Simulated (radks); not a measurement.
**Ce⁴⁺ in [Xe]: an all-electron calculation**

One table from this session's results is given with a row withheld; the runs are named, their logs left out.

The numbers are computed with radks (a radial shooting solver on a logarithmic mesh, Libxc functionals) version 1 (scalar-relativistic Kohn-Sham, BLYP, spin-polarised, spherical densities, finite nucleus), except any that are marked as measured or tabulated.

## Starting point

| Property | Result |
| --- | --- |
| element | cerium (Z = 58) |
| charge | +4 |
| electrons | 54 |
| configuration | [Xe] |
| nuclear rms radius | 4.8771 fm |

Outer shells as boxes (Hund's rule):

Ce⁴⁺
```
[Kr] core
4d [↑↓][↑↓][↑↓][↑↓][↑↓]
5s [↑↓]
5p [↑↓][↑↓][↑↓]
```

Set-up of the first run:

The run's settings:

```text
Z 58
configuration [Xe]
relativity scalar-relativistic
functional b88,lyp
spin polarised
nucleus finite rms 4.8771 fm
c 137.035999084
```

Command:

```console
python run_ks.py task.json out
```

This one command runs every case of the session in turn.

Steps of the session up to this table: Self-consistent calculation.

One table of the session follows, with a row left open; its other results are not shown here.

It belongs to the step «Shells». Radial moments (bohr):

| level | <r> | outermost maximum (interpolated) | 90 % within | nodes |
| --- | --- | --- | --- | --- |
| 1s | 0.02457 | 0.0157 | 0.0443 | 0 |
| 2s | 0.1052 | 0.0891 | 0.163 | 1 |
| 2p | 0.09236 | 0.0717 | 0.150 | 0 |
| 3s | 0.2787 | 0.255 | 0.409 | 2 |
| 3p | 0.2767 | 0.249 | 0.414 | 1 |
| 3d | 0.2536 | 0.205 | 0.397 | 0 |
| 4s | 0.6353 | 0.592 | 0.912 | 3 |
| 4p | 0.6718 | 0.618 | 0.976 | 2 |
| 4d | 0.7369 | 0.649 | 1.10 | 1 |
| 5s | ? | ? | ? | ? |
| 5p | 1.645 | 1.49 | 2.36 | 3 |

Estimate the missing values for 5s.

**Answer.** <r>: 1.459; outermost maximum (interpolated): 1.34; 90 % within: 2.08; nodes: 4. In the column «<r>» it lies between 4d (0.7369) and 5p (1.645).
